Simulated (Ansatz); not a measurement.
C₄H₇N, SMILES CC1=CN1C, energies of removing a hydrogen

With the Python package of Ansatz (0.2.0).

Typed at the interpreter:
```pycon
>>> import ansatz as az
>>> from ase import Atoms
>>> def total_energy(molecule, charge=0, unpaired=0):
...     calc = molecule.calculation().basis(gaussian="def2-SVPD").functional("B3LYP")
...     if charge:
...         calc = calc.charge(charge)
...     if unpaired:
...         calc = calc.spin("collinear", total=unpaired)
...     return calc.run().report["free_energy_ev"]
...
>>> def without(molecule, index):
...     rest = az.Crystal.molecule()
...     for i, site in enumerate(molecule.cartesian_sites):
...         if i != index:
...             rest = rest.atom(site.symbol, site.position_ang)
...     return rest
...
>>> atoms = Atoms(["C", "C", "C", "N", "C", "H", "H", "H", "H", "H", "H", "H"], positions=[
...     (-1.5429, 0.1379, 0.25),
...     (-0.3355, 0.7657, 0.7422),
...     (0.609, 0.172, 1.4169),
...     (1.0012, 0.7, 0.2075),
...     (1.2766, -0.1318, -0.956),
...     (-2.4453, 0.6827, 0.721),
...     (-1.66, 0.338, -0.8375),
...     (-1.6155, -0.8748, 0.4317),
...     (0.6424, -0.8575, 1.7494),
...     (2.3611, -0.272, -0.9453),
...     (0.786, -1.111, -0.9025),
...     (0.9999, 0.3958, -1.8434),
... ])
>>> mol = az.Crystal.molecule_from_ase(atoms)
>>> whole = total_energy(mol, 0)
>>> hydrogen = total_energy(az.Crystal.molecule().atom("H", (0, 0, 0)), 0, 1)
>>> print(f"E(molecule) = {whole:.5f} eV, E(H) = {hydrogen:.5f} eV")
E(molecule) = -5743.26105 eV, E(H) = -13.63995 eV
>>> for index in [7, 8, 11]:
...     radical = total_energy(without(mol, index), 0, 1)
...     print(f"H{index}: homolysis {23.060548 * (radical + hydrogen - whole):.1f} kcal/mol")
...
H7: homolysis 85.6 kcal/mol
H8: homolysis 85.7 kcal/mol
H11: homolysis 108.5 kcal/mol
```

Reading the output:
- Total energies depend on the basis set; only differences at equal settings carry meaning.
- The geometry is a force-field or estimated start, not a minimum of this method, and the basis set is short of its limit. All parts are taken at fixed geometry, without zero-point energy.
- The expectation value of S² is noticeably off S(S+1) in at least one run, so that state is spin-contaminated.
- b3lyp holds the VWN-RPA fit, as in Gaussian; the form of ORCA and Turbomole is b3lyp5.
- It ran for 67 s on 1 thread of Arm Neoverse V1, on a shared host, peak memory 0.47 GiB.
